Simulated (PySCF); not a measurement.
**C5H9NOSi: electronic excitations**

Aim: predict the electronic excitations of C5H9NOSi (`CO[C@@H]1C[C@@]1([SiH3])C#N`).

Computed with PySCF 2.14.0, with density-fitted response routines of our own, on a single molecule in the gas phase. Atoms are numbered from 0 throughout.

## (1) The starting structure

17 atoms, charge 0, multiplicity 1; geometry from: GFN2-xTB.

Bonds of the start (Å): C0–O1 1.41, O1–C2 1.38, C2–C3 1.48, C3–C4 1.52, C4–Si5 1.90, C4–C6 1.41, C6–N7 1.15, C4–C2 1.52, C0–H8 1.10, C0–H9 1.10, C0–H10 1.09, C2–H11 1.09, C3–H12 1.08, C3–H13 1.08, Si5–H14 1.46, Si5–H15 1.46, Si5–H16 1.46.

## (2) TDDFT and polarisability: B3LYP/def2-SVPD

The job: settings as JSON, then the geometry in Å.

```
{"job": {"kind": "uv", "xc": "B3LYP", "basis": "def2-SVPD", "nstates": 8, "ntriplets": 3}, "charge": 0, "multiplicity": 1}
C      2.238357     0.570933     0.185253
O      1.332810    -0.161050    -0.609927
C      0.464017    -0.945795     0.128199
C     -0.790057    -1.394783    -0.524947
C     -0.866183    -0.354379     0.578036
Si    -1.311501     1.429280     0.099443
C     -1.346018    -0.782812     1.834911
N     -1.728474    -1.103358     2.867696
H      1.711318     1.252688     0.862187
H      2.871045    -0.100415     0.777100
H      2.857071     1.143685    -0.501878
H      0.960468    -1.624155     0.823398
H     -0.969033    -1.050970    -1.532022
H     -1.149455    -2.392987    -0.319869
H     -1.003208     2.281755     1.248978
H     -0.535120     1.803470    -1.076734
H     -2.743035     1.440924    -0.200272
```

With the program's defaults for keys left out, this is: TDDFT B3LYP/def2-SVPD, vertical, gas phase, core orbitals frozen in the response.

On the command line:

```console
$ OMP_NUM_THREADS=1 python probes_run.py task.json out
```

This one command runs all jobs of the session in turn.

The program printed:

```text
coarse grid: 14784 points
cycle   1  E = -614.8652105304  dE =  1.036e+00  |g| = 6.491e-01  |ddm| = 6.574e+00
cycle   2  E = -614.6290552066  dE =  2.362e-01  |g| = 1.249e+00  |ddm| = 2.876e+00
cycle   3  E = -614.9456370780  dE = -3.166e-01  |g| = 2.161e-01  |ddm| = 2.010e+00
cycle   4  E = -614.9548643925  dE = -9.227e-03  |g| = 8.662e-02  |ddm| = 3.542e-01
cycle   5  E = -614.9563229370  dE = -1.459e-03  |g| = 2.465e-02  |ddm| = 1.376e-01
cycle   6  E = -614.9564581159  dE = -1.352e-04  |g| = 5.220e-03  |ddm| = 5.350e-02
cycle   7  E = -614.9564639517  dE = -5.836e-06  |g| = 1.478e-03  |ddm| = 1.262e-02
final grid: 138520 points
cycle   8  E = -615.0561263366  dE = -4.593e-05  |g| = 5.384e-03  |ddm| = 1.553e-01
cycle   9  E = -615.0561205118  dE =  5.825e-06  |g| = 7.597e-03  |ddm| = 2.093e-02
cycle  10  E = -615.0561329908  dE = -1.248e-05  |g| = 1.204e-03  |ddm| = 1.140e-02
cycle  11  E = -615.0561332645  dE = -2.737e-07  |g| = 4.135e-04  |ddm| = 1.993e-03
cycle  12  E = -615.0561332932  dE = -2.865e-08  |g| = 1.942e-04  |ddm| = 7.004e-04
cycle  13  E = -615.0561333011  dE = -7.972e-09  |g| = 4.307e-05  |ddm| = 2.840e-04
cycle  14  E = -615.0561333016  dE = -4.438e-10  |g| = 9.396e-06  |ddm| = 1.168e-04
converged SCF energy = -615.0561333016

Static polarisability (au): isotropic 92.150, principal 84.230 89.194 103.028

Singlet excitations
state   eV       nm        f      main configurations
  1   6.5119    190.4   0.00483   H->L 0.86
  2   6.8136    182.0   0.02001   H->L+1 0.94
  3   6.9822    177.6   0.03229   H->L+3 0.61, H->L+2 0.14, H-1->L 0.10
  4   7.0142    176.8   0.04997   H->L+2 0.63, H->L+3 0.22
  5   7.2899    170.1   0.01989   H-1->L 0.27, H->L+4 0.24, H-1->L+2 0.19
  6   7.3412    168.9   0.01708   H->L+4 0.52, H-1->L+2 0.17
  7   7.5513    164.2   0.00050   H->L+5 0.85, H->L+4 0.08
  8   7.6696    161.7   0.04386   H-1->L+2 0.31, H-1->L 0.25, H->L+6 0.09

Triplet excitations (Tamm-Dancoff, eV): 5.9507 6.3112 6.4411
```

Wall time 56 s (1 thread of Arm Neoverse V1, shared host); peak memory 0.9 GiB.

Frontier orbitals and where they lie:

| orbital | eV | atoms |
| --- | --- | --- |
| HOMO−3 | -9.41 | N7 22 %, O1 17 %, C6 14 % |
| HOMO−2 | -8.94 | O1 31 %, N7 18 %, C6 13 % |
| HOMO−1 | -8.43 | N7 24 %, C3 17 %, C6 15 % |
| HOMO | -7.59 | O1 35 %, C4 15 %, C2 12 % |
| LUMO | -0.06 | Si5 30 %, N7 14 %, C6 12 % |
| LUMO+1 | 0.11 | Si5 21 %, C0 15 %, H16 7 % |
| LUMO+2 | 0.28 | N7 15 %, Si5 14 %, C6 12 % |

With each of the 8 states as a Gaussian band of 0.4 eV half-width at 1/e, the curve within the window shown has maxima at 176 nm (ε 5,000) L/(mol cm). Beyond the last state computed it falls off for lack of states. The curve at chosen wavelengths:

```
 nm  ε (L/mol/cm)
156          1132
158          1651
160          2180
162          2669
165          3308
167          3707
169          4107
171          4495
173          4816
175          4999
178          4895
180          4555
182          4041
184          3421
186          2773
188          2159
191          1390
193           999
195           701
197           482
199           325
201           216
204           114
206            73
208            46
210            29
```

Leading natural transition orbitals of singlet state 4: the hole lies on O1 35 %; C4 18 %; N7 14 %; the particle on H14, H15, H16 about 12 % each; H11, H12 about 9 % each; Si5 9 %.

Leading natural transition orbitals of singlet state 1: the hole lies on O1 28 %; N7 19 %; C4 18 %; the particle on N7 23 %; C6 19 %; H15 13 %.

Further results of this job:

| property | computed |
| --- | --- |
| dipole moment (D) | 3.69 |
| polarisability (Å³) | 13.66 |
| HOMO–LUMO gap (eV) | 7.53 |
| −ε(HOMO) (eV) | 7.59 |

The fields below are evaluated on a grid from the run's orbitals.

Frontier orbitals at B3LYP/def2-SVPD, with the share of their density that lies nearest to each atom:

| orbital | energy (eV) | lies on |
| --- | --- | --- |
| HOMO | -7.59 | O1 36 %; C4 17 %; N7 13 % |
| LUMO | -0.06 | H15 17 %; N7 14 %; H14, H16 about 12 % each |

ELF in a plane through or near 4 of the atoms.

Ten even steps from '0' (0.00) to '9' (1.00):
```
0000000000000000000000000000
0000000000000000000000000000
0000000000000000000000000000
0000000000002321013662000000
0000000000037885238998200000
0000000000079998379999710000
0000013100049994049999710000
0001899820003883028999300000
0004999931341013531110000000
0003999834884002541000000000
0000244227256213774100000000
0000000038676565575100000000
0000000026534896277200000000
0000000000014555999810000000
0000000000001113999920000000
0000000000000000599600000000
0000000000000000033000000000
0000000000000000000000000000
0000000000000000000000000000
0000000000000000000000000000
```
The map spans 11.4 Å across and 9.9 Å up, centred on the molecule. Atoms in the plane (x, y in Å): O1 (-1.4, -0.3), C3 (0.9, -1.1), H13 (1.5, -2.0), H16 (2.3, 2.0).

On the surface of density 0.002 e/bohr³ the electrostatic potential runs, from the 1st to the 99th percentile, from -1.85 V near N7 to 1.22 V near H12.

## (3) Outcome

```
                                quantity                        value
        lowest singlet (B3LYP/def2-SVPD)  6.51 eV (190 nm), f = 0.005
brightest single state of those computed  state 4, 7.01 eV, f = 0.050
                          lowest triplet                      5.95 eV
   surface potential, 1st and 99th percentile           -1.85 V and 1.22 V
```

The lowest singlet, at 6.51 eV, is HOMO→LUMO 0.86 and is weak; of the 8 states computed, the strongest absorption comes from state 4 at 7.01 eV (the last state computed is bright too, and its partners may lie past the list). The lowest triplet lies 0.56 eV below the lowest singlet (triplets in Tamm-Dancoff, singlets in full TDDFT).
